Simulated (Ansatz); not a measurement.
# doublet [WH2O4]+ at 5 levels

Wanted: a comparison of 5 runs (UHF/def2-SVP, U-revPBE/def2-SVP, UBHLYP/def2-SVP, UPBE/def2-SVP, UCCSD/def2-SVP) of doublet [WH2O4]+. 

The calculation is run with Ansatz 0.2.0.

## 1. The system as given

The species is [WH2O4]+ (7 atoms), meant as a doublet with charge +1. As SMILES of the parent species, `[O]=[W](=[O])([OH])[OH]`. Geometry: relaxed at PBE0-D4/def2-TZVP. This is one conformer, not always the lowest. That shape belongs to the parent species and isn't relaxed for this state.

Bond lengths: O1–W2 1.704 Å, W2–O3 1.704 Å, W2–O4 1.881 Å, W2–O5 1.881 Å, O4–H6 0.960 Å, O5–H7 0.960 Å. Angles: O1–W2–O3 108.9°, O1–W2–O4 109.9°, O1–W2–O5 108.7°, O3–W2–O4 108.7°, O3–W2–O5 109.9°, O4–W2–O5 110.7°, W2–O4–H6 125.0°, W2–O5–H7 125.0°.

## 2. The energy at UHF/def2-SVP (core potential) (run 1)

run.yaml

```yaml
crystal:
  periodic: [false, false, false]
  atoms:
    - {symbol: O, position_ang: [-1.405490, 1.320440, 0.101460]}
    - {symbol: W, position_ang: [-0.074460, 0.262990, 0.223380]}
    - {symbol: O, position_ang: [0.838560, 0.682730, 1.599940]}
    - {symbol: O, position_ang: [-0.678990, -1.507810, 0.417510]}
    - {symbol: O, position_ang: [0.980910, 0.441080, -1.323670]}
    - {symbol: H, position_ang: [-1.588940, -1.793310, 0.309900]}
    - {symbol: H, position_ang: [1.928400, 0.593870, -1.328530]}
basis:
  gaussian:
    orbitals: def2-SVP
total_charge: 1
magnetization:
  spin_polarized: true
  initial_magnetization: 1
hamiltonian:
  xc: hf
accuracy: high
output:
  orbitals: {seedname: orbitals}
```

Started as:

```console
$ ansatz run run.yaml --threads 1 --pin off --max-ram 3480MiB --events-out events.jsonl --progress --plain --runs-dir runs
```

What it wrote:

```text
Warning: RAYON_NUM_THREADS=1 ignored (pool sized by the plan → 1); use --threads N
Functional definition: HF
  name "HF"
  exchange = exact_x
  correlation = 0
2165 factors; integrals over basis functions are off by at most 3.3e-9 eV
mean field evaluation 1: about -9959.6472 eV, gradient 5.8e1 eV
mean field evaluation 2: about -9959.8027 eV, gradient 5.8e1 eV
mean field evaluation 4: about -9972.7640 eV, gradient 6.6e0 eV
mean field evaluation 8: about -9973.3988 eV, gradient 6.5e-1 eV
mean field evaluation 16: about -9973.4747 eV, gradient 4.7e-4 eV
mean field evaluation 32: about -9973.2897 eV, gradient 6.7e-1 eV
mean field evaluation 64: about -9973.4715 eV, gradient 4.2e-1 eV
mean field evaluation 96: about -9972.9622 eV, gradient 2.0e0 eV
mean field evaluation 128: about -9972.6887 eV, gradient 1.5e0 eV
mean field evaluation 160: about -9973.1419 eV, gradient 6.4e-1 eV
mean field -9973.47470652 eV, -366.5184352006 hartree, gradient 3.0e-8 eV, S^2 1.089057; 2 other end points of the search recorded, 0 dependent functions left out
reference -9973.47470652 eV, -366.5184352006 hartree; 24, 23 occupied and 74, 75 virtual orbitals, 2165 factors
Total energy: -9973.47470652 eV, -366.5184352006 hartree
```

It took 14 s on 1 thread of Arm Neoverse V1, shared host; peak memory 0.4 GiB.

## 3. A single-point energy at U-revPBE/def2-SVP (core potential) (run 2)

in.yaml

```yaml
crystal:
  periodic: [false, false, false]
  atoms:
    - {symbol: O, position_ang: [-1.405490, 1.320440, 0.101460]}
    - {symbol: W, position_ang: [-0.074460, 0.262990, 0.223380]}
    - {symbol: O, position_ang: [0.838560, 0.682730, 1.599940]}
    - {symbol: O, position_ang: [-0.678990, -1.507810, 0.417510]}
    - {symbol: O, position_ang: [0.980910, 0.441080, -1.323670]}
    - {symbol: H, position_ang: [-1.588940, -1.793310, 0.309900]}
    - {symbol: H, position_ang: [1.928400, 0.593870, -1.328530]}
basis:
  gaussian:
    orbitals: def2-SVP
total_charge: 1
magnetization:
  spin_polarized: true
  initial_magnetization: 1
hamiltonian:
  xc: {name: revPBE}
accuracy: high
output: {orbitals: {seedname: orbitals}}
```

Started as:

```console
$ ansatz run in.yaml --threads 1 --pin off --max-ram 3480MiB --events-out events.jsonl --progress --plain --runs-dir runs
```

What it wrote, shortened:

```text
Warning: RAYON_NUM_THREADS=1 ignored (pool sized by the plan → 1); use --threads N
Functional definition: revPBE
  name "revPBE"
[...]
2165 factors; integrals over basis functions are off by at most 3.3e-9 eV
[...]
mean field -10034.25332984 eV, -368.7520084103 hartree, gradient 5.6e-8 eV, S^2 0.762200; 10 other end points of the search recorded, 0 dependent functions left out
reference -10034.25333705 eV, -368.7520086754 hartree; 24, 23 occupied and 74, 75 virtual orbitals, 2165 factors
Total energy: -10034.25333705 eV, -368.7520086754 hartree
```

Run time: 43 s. Hardware: 1 thread of Arm Neoverse V1, shared host; peak memory 0.4 GiB.

Runs 3 to 4 aren't shown in full; the table further down has their settings and results.

## 4. A single-point energy at UCCSD/def2-SVP (core potential) (run 5)

in.yaml: that of step 3 with these lines changed.

```diff
@@ -13,3 +13,2 @@
     orbitals: def2-SVP
-total_charge: 1
 magnetization:
@@ -17,5 +16,8 @@
   initial_magnetization: 1
-hamiltonian:
-  xc: {name: revPBE}
+correlation:
+  method: ccsd
+  frozen_orbitals: {H: 0, O: 1, W: 0}
 accuracy: high
-output: {orbitals: {seedname: orbitals}}
+scf:
+  omitted_lower_state_checks: [cluster_reference, increment]
+total_charge: 1
```

Started as:

```console
$ ansatz run in.yaml --threads 1 --pin off --max-ram 3480MiB --events-out events.jsonl --progress --plain --runs-dir runs
```

What it wrote:

```text
Warning: RAYON_NUM_THREADS=1 ignored (pool sized by the plan → 1); use --threads N
[... 14 lines left out ...]
4 core orbitals not correlated: weight in the atoms' cores, before any rotation towards them, 1.000 or more for the frozen orbitals, at most 0.000 for the correlated occupied ones
[... 44 lines left out ...]
Total energy: -10002.07145003 eV, -367.5693461412 hartree
Checks for a lower state left out: cluster_reference, increment
```

It took 5.4 min on 1 thread of Arm Neoverse V1, shared host; peak memory 2 GiB.

## 5. The series

```
run                               level  frozen core orbitals  energy (Eh)  HOMO energy (eV)  LUMO energy (eV)   ⟨S²⟩  wall time
  1       UHF/def2-SVP (core potential)                     –  -366.518435            -19.45             -7.07  1.089       14 s
  2  U-revPBE/def2-SVP (core potential)                     –  -368.752009            -14.34            -14.17  0.762       43 s
  3    UBHLYP/def2-SVP (core potential)                     –  -368.420408            -17.57            -11.65  0.857       40 s
  4      UPBE/def2-SVP (core potential)                     –  -368.508134            -14.42            -14.26  0.761       43 s
  5     UCCSD/def2-SVP (core potential)                     4  -367.569346                 –                 –  1.089    5.4 min
```

## 6. Results

| quantity | value |
| --- | --- |
| run 5: total energy | -367.56935 Eh |
| run 5: correlation energy (4 core orbitals frozen) | -1050.9 mEh |
| run 5: ⟨S²⟩ of the reference determinant | 1.089 |
| run 5: T1 diagnostic | 0.041 |

**Reading.** Totals of different functionals can't be ranked against each other. Spin contamination of the reference: run 1 ⟨S²⟩ = 1.09, run 5 ⟨S²⟩ = 1.09, run 3 ⟨S²⟩ = 0.86. All runs together took 7.7 min, the longest 5.4 min.
